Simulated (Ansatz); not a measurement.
**MoS₂Cl₂: small, medium and large basis sets**

One table from this session's results is given with a row withheld; the runs are named, their logs left out.

The runs use Ansatz 0.2.0, Gaussian basis; one geometry, several basis sets.

Plan: PBE0-D4/def2-SVP; ωB97M-V/def2-SVP; PBE0-D4/def2-QZVPP; ωB97M-V/def2-QZVPP; the functionals' def2-TZVPP values are taken from earlier runs.

## The relaxed structure

All runs share one geometry, relaxed beforehand with PBE0-D4 in a triple-zeta def2 set. Mo takes the def2 core potential; no spin-orbit term is included.

SMILES `[S]=[Mo](=[S])([Cl])[Cl]`, 5 atoms, charge 0, spin multiplicity 1.

Atoms are counted from 1 here; the program's logs count them from 0.

Bond lengths: S1–Mo2 2.084 Å, Mo2–S3 2.084 Å, Mo2–Cl4 2.230 Å, Mo2–Cl5 2.230 Å. Angles: S1–Mo2–S3 107.8°, S1–Mo2–Cl4 109.0°, S1–Mo2–Cl5 109.0°, S3–Mo2–Cl4 109.0°, S3–Mo2–Cl5 109.0°, Cl4–Mo2–Cl5 113.0°.

The first run:

Contents of in.yaml:

```yaml
crystal:
  periodic: [false, false, false]
  atoms:
    - {symbol: S, position_ang: [-0.248167, -0.333637, 2.035748]}
    - {symbol: Mo, position_ang: [0.010718, -0.015529, -0.007512]}
    - {symbol: S, position_ang: [1.620107, -1.181021, -0.635706]}
    - {symbol: Cl, position_ang: [-1.827147, -0.677351, -1.082879]}
    - {symbol: Cl, position_ang: [0.494390, 2.133940, -0.351052]}
basis:
  gaussian: {orbitals: def2-SVP}
hamiltonian: {xc: pbe0, dispersion: d4}
output: {orbitals: {seedname: orbitals}}
```

On the command line:

```
> ansatz run in.yaml --threads 4 --pin off --events-out ev --progress --plain --max-ram 10444MiB
```

Steps of the session up to this table: PBE0-D4 in def2-SVP; ωB97M-V in def2-SVP; PBE0-D4 in def2-QZVPP; ωB97M-V in def2-QZVPP.

One of the session's tables, all rows but one given; the rest of the session is left out.

It belongs to the step «Density functionals: the series». 

```
functional       basis  HOMO (eV)  LUMO (eV)
   PBE0-D4    def2-SVP      -7.80      -3.96
   PBE0-D4  def2-TZVPP      -7.77      -3.95
   PBE0-D4  def2-QZVPP      -7.77      -3.95
   ωB97M-V    def2-SVP      -9.72      -1.90
   ωB97M-V  def2-TZVPP          ?          ?
   ωB97M-V  def2-QZVPP      -9.74      -1.98
```

**Question.** Estimate the row for ωB97M-V, def2-TZVPP.

As computed: HOMO (eV): -9.72; LUMO (eV): -1.96.
